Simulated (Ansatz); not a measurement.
**BGeHO+ (doublet): from Hartree-Fock to the top rungs, cc-pVTZ**

An exercise on one series of results from a longer session: the logs are not shown, and one member is left open.

Computed with Ansatz 0.2.0, Gaussian basis. Level: cc-pVTZ, core rule «outside noble gas», up to 16 orbitals frozen.

Plan: UHF; CCSD(T) on ROHF; CCSD(T) on UHF; BCCD(T) on ROHF; CCSDT(Q) on ROHF; CCSDT(Q) on UHF.

4 further runs of the same task are left out: 4 set aside as unsound or not needed. Runs told in other sessions of the task aren't counted.

## The system

The geometry is a PBE0/def2-TZVP stationary point (not a proven minimum) of the parent state, kept for this charge and spin. No spin-orbit coupling is included. The filled d shell of Ge may be among the frozen orbitals whatever the setting's name suggests.

4 atoms, charge 1, spin multiplicity 2.

Atoms are counted from 1 here; the program's logs count them from 0.

Bond lengths: B1–O2 1.254 Å, B1–H4 1.186 Å, O2–Ge3 1.869 Å. Angles: O2–B1–H4 141.7°, B1–O2–Ge3 179.4°.

Set-up of the first run:

Input file in.yaml:

```yaml
crystal:
  periodic: [false, false, false]
  atoms:
    - {symbol: B, position_ang: [0.000010, -0.216039, 0.852887]}
    - {symbol: O, position_ang: [-0.000011, -0.161947, -0.399996]}
    - {symbol: Ge, position_ang: [0.000001, -0.100065, -2.267738]}
    - {symbol: H, position_ang: [0.000001, 0.478051, 1.814846]}
basis:
  gaussian: {orbitals: cc-pVTZ}
total_charge: 1
magnetization: {spin_polarized: true, initial_magnetization: 1}
hamiltonian: {xc: hf}
output: {orbitals: {seedname: orbitals}}
```

Started as:

```
> ansatz run in.yaml --threads 1 --pin off --events-out ev --progress --plain --max-ram 3968MiB --backend cpu
```

Steps of the session up to this table: UHF; CCSD(T) on ROHF; CCSD(T) on UHF; BCCD(T) on ROHF; CCSDT(Q) on ROHF; CCSDT(Q) on UHF.

One table of the session follows, with a row left open; its other results are not shown here.

It belongs to the step «Misses and costs». 

| method | from UCCSDT(Q) (kJ/mol) |
| --- | --- |
| ROHF | +1078.5 |
| UHF | +1066.9 |
| RMP2 | +94.4 |
| UMP2 | +95.4 |
| RCCSD | +48.6 |
| UCCSD | +47.8 |
| RCCSD(T) | +4.5 |
| UCCSD(T) | +4.2 |
| BCCD(T) | +4.3 |
| RCCSDT | ? |
| UCCSDT | +2.6 |
| RCCSDT(Q) | +1.1 |
| UCCSDT(Q) | 0 |

Q: Estimate the row for RCCSDT from the others.

The run gave: from UCCSDT(Q) (kJ/mol): +3.0. In the column «from UCCSDT(Q) (kJ/mol)» it lies between UCCSDT (+2.6) and UCCSD(T) (+4.2).

Caveats from the session: Restricted and unrestricted rows rest on different reference determinants; a gap between their highest levels can come from leftover correlation error, from unlike frozen cores or from another state.
